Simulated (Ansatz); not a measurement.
**AsH₅OSi: small, medium and large basis sets**

The task here is to estimate one member of a computed series from the others.

The runs use Ansatz 0.2.0, Gaussian basis; one geometry, several basis sets.

Levels to be run: PBE0-D4/def2-SVP; ωB97M-V/def2-SVP; PBE0-D4/def2-QZVPP; ωB97M-V/def2-QZVPP; the functionals' def2-TZVPP values are taken from earlier runs.

## The relaxed structure

All runs share one geometry, relaxed beforehand with PBE0-D4 in a triple-zeta def2 set.

SMILES `O[AsH][SiH3]`, 8 atoms, charge 0, spin multiplicity 1.

Atoms are counted from 1 here; the program's logs count them from 0.

Bond lengths: O1–As2 1.814 Å, O1–H4 0.961 Å, As2–Si3 2.373 Å, As2–H5 1.531 Å, Si3–H6 1.488 Å, Si3–H7 1.485 Å, Si3–H8 1.485 Å. Angles: As2–O1–H4 107.7°, O1–As2–Si3 94.8°, O1–As2–H5 96.7°, Si3–As2–H5 91.6°, As2–Si3–H6 107.7°, As2–Si3–H7 111.5°, As2–Si3–H8 108.8°, H6–Si3–H7 109.9°, H6–Si3–H8 109.1°, H7–Si3–H8 109.7°.

The first run:

The input, in.yaml:

```yaml
crystal:
  periodic: [false, false, false]
  atoms:
    - {symbol: O, position_ang: [-1.227589, 0.304535, -1.467876]}
    - {symbol: As, position_ang: [-0.527932, 1.192980, -0.050090]}
    - {symbol: Si, position_ang: [0.626489, -0.692149, 0.813345]}
    - {symbol: H, position_ang: [-2.101280, 0.666429, -1.636278]}
    - {symbol: H, position_ang: [0.733874, 1.694304, -0.757776]}
    - {symbol: H, position_ang: [1.616715, -0.198949, 1.809097]}
    - {symbol: H, position_ang: [1.321170, -1.444253, -0.261749]}
    - {symbol: H, position_ang: [-0.349448, -1.579999, 1.495529]}
basis:
  gaussian: {orbitals: def2-SVP}
hamiltonian: {xc: pbe0, dispersion: d4}
output: {orbitals: {seedname: orbitals}}
```

Run with:

```sh
> ansatz run in.yaml --threads 2 --pin off --events-out ev --progress --plain --max-ram 4352MiB
```

Among the steps run: PBE0-D4 in def2-SVP; ωB97M-V in def2-SVP; PBE0-D4 in def2-QZVPP; ωB97M-V in def2-QZVPP.

One of the session's tables, all rows but one given; the rest of the session is left out.

It belongs to the step «Density functionals: the series». 

```
functional       basis  HOMO (eV)
   PBE0-D4    def2-SVP      -7.12
   PBE0-D4  def2-TZVPP          ?
   PBE0-D4  def2-QZVPP      -7.24
   ωB97M-V    def2-SVP      -9.18
   ωB97M-V  def2-TZVPP      -9.27
   ωB97M-V  def2-QZVPP      -9.32
```

Estimate the missing values for PBE0-D4, def2-TZVPP.

The run gave: HOMO (eV): -7.20. In the column «HOMO (eV)» it lies between PBE0-D4, def2-QZVPP (-7.24) and PBE0-D4, def2-SVP (-7.12).
